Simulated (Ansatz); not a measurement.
I need an equation of state with a fit of ZrTi, space group P-6m2. Use the Ansatz DFT code, driven from Python. Level of theory (first run): r2SCAN, PAW, cutoff 558 eV, 11×11×6 k-points, Fermi-Dirac smearing of 0.05 eV, D3BJ dispersion.

```
Zr Ti
1.0
     3.10899    0.00000    0.00000
    -1.55450    2.69247    0.00000
     0.00000    0.00000    4.92047
Zr Ti
1 1
Cartesian
  0.0000 0.0000 0.0000
  0.0000 1.7950 2.4602
```

The script, `eos_zrti.py`:
```python
# -*- coding: utf-8 -*-
"""Bulk modulus of ZrTi from an E(V) curve."""

import warnings

import ansatz as az
import numpy as np
from scipy.optimize import curve_fit

vectors0 = np.array([
    [3.108994, 0.0, 0.0],
    [-1.554497, 2.692468, 0.0],
    [0.0, 0.0, 4.920467],
])
sites = [
    ("Zr", [0.0, 0.0, 0.0]),
    ("Ti", [1 / 3, 2 / 3, 0.5]),
]


def on_lattice(cell):
    crystal = az.Crystal(lattice=az.Lattice.of(cell))
    for symbol, position in sites:
        crystal = crystal.atom(symbol, position)
    return crystal

def vinet(v, e0, v0, b0, b1):
    eta = (v / v0) ** (1 / 3)
    return e0 + 2 * b0 * v0 / (b1 - 1) ** 2 * (2 - (5 + 3 * b1 * (eta - 1) - 3 * eta) * np.exp(-1.5 * (b1 - 1) * (eta - 1)))

warnings.simplefilter("ignore", az.DeckWarning)

# uniform scaling of the cell
volumes, energies, pressures = [], [], []
for scale in np.linspace(0.95, 1.07, 5):
    cell = vectors0 * scale ** (1 / 3)
    setup = on_lattice(cell).calculation()
    setup = setup.basis(41 * az.Ry)
    setup = setup.functional("r2scan", dispersion="D3(BJ)").occupations("fermi_dirac", width=0.05)
    setup = setup.kpoints(11, 11, 6)
    setup = setup.stress()
    data = setup.run(threads=1, pin="off").report
    volumes.append(abs(np.linalg.det(cell)) / len(sites))
    energies.append(data["free_energy_ev"] / len(sites))
    pressures.append(np.trace(data["stress_gpa"]) / 3)
    print(f"V = {volumes[-1]:8.4f} A^3/atom  F = {energies[-1]:.5f} eV/atom  P = {pressures[-1]:8.3f} GPa")

guess = (min(energies), volumes[int(np.argmin(energies))], 0.5, 4.5)
(e0, v0, b0, b1), _ = curve_fit(vinet, np.array(volumes), np.array(energies), p0=guess, maxfev=20000)
print(f"Vinet fit: V0 = {v0:.4f} A^3/atom, B0 = {160.21766 * b0:.1f} GPa, B1 = {b1:.2f}")
print("largest residual", round(1000 * float(np.abs(vinet(np.array(volumes), e0, v0, b0, b1) - energies).max()), 3), "meV/atom")
```

```console
$ python eos_zrti.py
V =  19.5646 A^3/atom  F = -3349.87759 eV/atom  P =    2.726 GPa
V =  20.1824 A^3/atom  F = -3349.88158 eV/atom  P =   -0.588 GPa
V =  20.8002 A^3/atom  F = -3349.87357 eV/atom  P =   -3.499 GPa
V =  21.4181 A^3/atom  F = -3349.85505 eV/atom  P =   -6.050 GPa
V =  22.0359 A^3/atom  F = -3349.82732 eV/atom  P =   -8.286 GPa
Vinet fit: V0 = 20.0666 A^3/atom, B0 = 103.4 GPa, B1 = 3.29
largest residual 0.001 meV/atom
```

A third-order Birch-Murnaghan fit through the 5 points has its minimum at 20.07 Å³ an atom, 2.6 % below the typed cell, with a bulk modulus of 103 GPa and dB/dP = 3.3. From that minimum the energy rises by 4.2 meV an atom on the compressed side and 54.5 meV on the expanded side. The window is off centre, so dB/dP is rough.

What to keep in mind:
- Absolute energies stand on the zero of these potentials, so only differences at equal settings mean something.
- Shape and fractional positions are held along the curve, so the bulk modulus is an upper value where they are free to relax, by a factor of two or more in layered or hydrogen-bonded cells.
- The dispersion term runs with damping parameters of another functional.
- Dispersion corrections can be off by several per cent in the lattices of metals, and by several GPa in the pressure at a fixed cell.
- For a metal this k-point mesh is coarse: on a finer one energies can move by several to tens of meV an atom and pressures by half a GPa or more, differences at one mesh by less.
- Pressure is positive in compression.
- The structure comes from a database of computed cells and needn't be a stable or known phase.
- The script silences the warnings on its input, which a real study should read.
- Finished in 100 s on 1 thread of Arm Neoverse N1, with other jobs on the host, peak memory 0.61 GiB.
